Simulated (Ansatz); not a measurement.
# quartet SiCNF2 at 3 levels

Aim: a comparison of 3 runs (UBLYP/aug-cc-pVDZ, USVWN5/aug-cc-pVDZ, UMP2/aug-cc-pVDZ) of quartet SiCNF2. 

The results are computed with Ansatz 0.2.0.

36 further runs of the same task are left out: 36 set aside as unsound or not needed.

## 1. The system as given

The species is SiCNF2 (5 atoms), meant as a quartet with charge 0. SMILES of the parent species: `N#C[Si](F)F`. The shape is that of a PBE0-D4/def2-TZVP optimisation. That shape belongs to the parent species and isn't relaxed for this state.

Bond lengths: N1–C2 1.152 Å, C2–Si3 1.842 Å, Si3–F4 1.580 Å, Si3–F5 1.580 Å. Angles: N1–C2–Si3 172.4°, C2–Si3–F4 107.6°, C2–Si3–F5 107.6°, F4–Si3–F5 108.8°.

## 2. A single-point energy at UBLYP/aug-cc-pVDZ (run 1)

File job.yaml:

```yaml
crystal:
  periodic: [false, false, false]
  atoms:
    - {symbol: "N", position_ang: [1.426100, -1.103800, 1.364300]}
    - {symbol: C, position_ang: [0.743000, -0.566400, 0.607500]}
    - {symbol: Si, position_ang: [-0.192800, 0.214100, -0.773500]}
    - {symbol: F, position_ang: [-1.655600, -0.382400, -0.757500]}
    - {symbol: F, position_ang: [-0.270900, 1.764900, -0.482300]}
basis:
  gaussian: {orbitals: aug-cc-pVDZ}
magnetization: {spin_polarized: true, initial_magnetization: 3}
hamiltonian: {xc: {name: BLYP}}
accuracy: high
output: {orbitals: {seedname: orbitals}}
```

Started as:

```sh
$ ansatz run job.yaml --threads 1 --pin off --max-ram 3480MiB --events-out events.jsonl --progress --plain --runs-dir runs
```

Output:

```text
Warning: RAYON_NUM_THREADS=1 ignored (pool sized by the plan → 1); use --threads N
Functional definition: BLYP
  name "BLYP"
  parameter beta = 0.0042
  parameter a = 0.04918
  parameter b = 0.132
  parameter c = 0.2533
  parameter d = 0.349
  exchange = b88_x(beta = beta)
  correlation = lyp_c(a = a, b = b, c = c, d = d)
2327 factors; integrals over basis functions are off by at most 3.1e-9 eV
mean field evaluation 1: about -15805.6782 eV, gradient 6.2e1 eV
mean field evaluation 2: about -15392.2491 eV, gradient 1.6e2 eV
mean field evaluation 4: about -15832.6101 eV, gradient 1.2e1 eV
mean field evaluation 8: about -15833.2494 eV, gradient 3.1e-1 eV
mean field evaluation 16: about -15833.2508 eV, gradient 2.3e-4 eV
mean field evaluation 32: about -15833.2508 eV, gradient 3.8e-7 eV
mean field evaluation 64: about -15832.5718 eV, gradient 3.6e-1 eV
mean field evaluation 96: about -15832.6480 eV, gradient 3.1e0 eV
mean field -15833.25081336 eV, -581.8612352282 hartree, gradient 6.8e-8 eV, S^2 3.754477; 8 other end points of the search recorded, 0 dependent functions left out
reference -15833.25086653 eV, -581.8612371821 hartree; 24, 21 occupied and 95, 98 virtual orbitals, 2327 factors
Total energy: -15833.25086653 eV, -581.8612371821 hartree
```

Run time: 16 s. Hardware: 1 thread of AMD EPYC 9R45 (Zen 5), shared host; peak memory 0.48 GiB.

## 3. A single-point energy at USVWN5/aug-cc-pVDZ (run 2)

File input.yaml:

```yaml
crystal:
  periodic: [false, false, false]
  atoms:
    - {symbol: N, position_ang: [1.426100, -1.103800, 1.364300]}
    - {symbol: C, position_ang: [0.743000, -0.566400, 0.607500]}
    - {symbol: Si, position_ang: [-0.192800, 0.214100, -0.773500]}
    - {symbol: F, position_ang: [-1.655600, -0.382400, -0.757500]}
    - {symbol: F, position_ang: [-0.270900, 1.764900, -0.482300]}
basis:
  gaussian: {orbitals: aug-cc-pVDZ}
magnetization: {spin_polarized: true, initial_magnetization: 3}
hamiltonian: {xc: {name: SVWN5}}
accuracy: high
output: {orbitals: {seedname: orbitals}}
```

Started as:

```sh
$ ansatz run input.yaml --threads 1 --pin off --max-ram 3480MiB --events-out events.jsonl --progress --plain --runs-dir runs
```

Output:

```text
Warning: RAYON_NUM_THREADS=1 ignored (pool sized by the plan → 1); use --threads N
Functional definition: SVWN5
  name "SVWN5"
  exchange = slater_x
  correlation = vwn5_c
2327 factors; integrals over basis functions are off by at most 3.1e-9 eV
mean field evaluation 1: about -15720.7289 eV, gradient 6.0e1 eV
mean field evaluation 2: about -15305.8989 eV, gradient 1.7e2 eV
mean field evaluation 4: about -15743.1764 eV, gradient 2.4e1 eV
mean field evaluation 8: about -15746.5962 eV, gradient 1.2e0 eV
mean field evaluation 16: about -15746.6032 eV, gradient 3.7e-3 eV
mean field evaluation 32: about -15745.3668 eV, gradient 1.3e1 eV
mean field evaluation 64: about -15746.1016 eV, gradient 4.2e0 eV
mean field evaluation 96: about -15746.3135 eV, gradient 2.1e-2 eV
mean field -15746.60323698 eV, -578.6769955282 hartree, gradient 2.3e-8 eV, S^2 3.753118; 8 other end points of the search recorded, 0 dependent functions left out
reference -15746.60324277 eV, -578.6769957406 hartree; 24, 21 occupied and 95, 98 virtual orbitals, 2327 factors
Total energy: -15746.60324277 eV, -578.6769957406 hartree
```

Wall time 8.1 s (1 thread of AMD EPYC 9R45 (Zen 5), shared host); peak memory 0.45 GiB.

## 4. The energy at UMP2/aug-cc-pVDZ (run 3)

File run.yaml:

```yaml
crystal:
  periodic: [false, false, false]
  atoms:
    - {symbol: N, position_ang: [1.426100, -1.103800, 1.364300]}
    - {symbol: C, position_ang: [0.743000, -0.566400, 0.607500]}
    - {symbol: Si, position_ang: [-0.192800, 0.214100, -0.773500]}
    - {symbol: F, position_ang: [-1.655600, -0.382400, -0.757500]}
    - {symbol: F, position_ang: [-0.270900, 1.764900, -0.482300]}
basis:
  gaussian: {orbitals: aug-cc-pVDZ}
magnetization: {spin_polarized: true, initial_magnetization: 3}
correlation: {method: mp2, frozen_orbitals: {C: 1, F: 1, "N": 1, Si: 5}}
accuracy: high
```

Started as:

```sh
$ ansatz run run.yaml --threads 1 --pin off --max-ram 3480MiB --events-out events.jsonl --progress --plain --runs-dir runs
```

Output (excerpt; [...] marks lines left out):

```text
Warning: RAYON_NUM_THREADS=1 ignored (pool sized by the plan → 1); use --threads N
Functional definition: HF
  name "HF"
[...]
2327 factors; integrals over basis functions are off by at most 3.1e-9 eV
[...]
mean field -15784.33979381 eV, -580.0637884129 hartree, gradient 1.2e-8 eV, S^2 3.772337; 10 other end points of the search recorded, 0 dependent functions left out
9 core orbitals not correlated: weight in the atoms' cores, before any rotation towards them, 1.000 or more for the frozen orbitals, at most 0.000 for the correlated occupied ones
reference -15784.33979381 eV, -580.0637884129 hartree; 15, 12 occupied and 95, 98 virtual orbitals, 2327 factors
second order -18.85952396 eV of doubles, -0.00000000 eV of singles
Total energy: -15803.19931777 eV, -580.7568631349 hartree
```

Wall time 30 s (1 thread of AMD EPYC 9R45 (Zen 5), shared host); peak memory 0.49 GiB.

## 5. All runs side by side

```tsv
run	level	frozen core orbitals	energy (Eh)	HOMO energy (eV)	⟨S²⟩	wall time
1	UBLYP/aug-cc-pVDZ	–	-581.861237	-3.52	3.754	16 s
2	USVWN5/aug-cc-pVDZ	–	-578.676996	-3.79	3.753	8.1 s
3	UMP2/aug-cc-pVDZ	9	-580.756863	–	3.772	30 s
```

## 6. Outcome

| quantity | value |
| --- | --- |
| run 3: total energy | -580.75686 Eh |
| run 3: correlation energy (9 core orbitals frozen) | -693.1 mEh |
| run 3: ⟨S²⟩ of the reference determinant | 3.772 |

**Reading.** Totals of different functionals can't be ranked against each other. All runs together took 54 s, the longest 30 s.
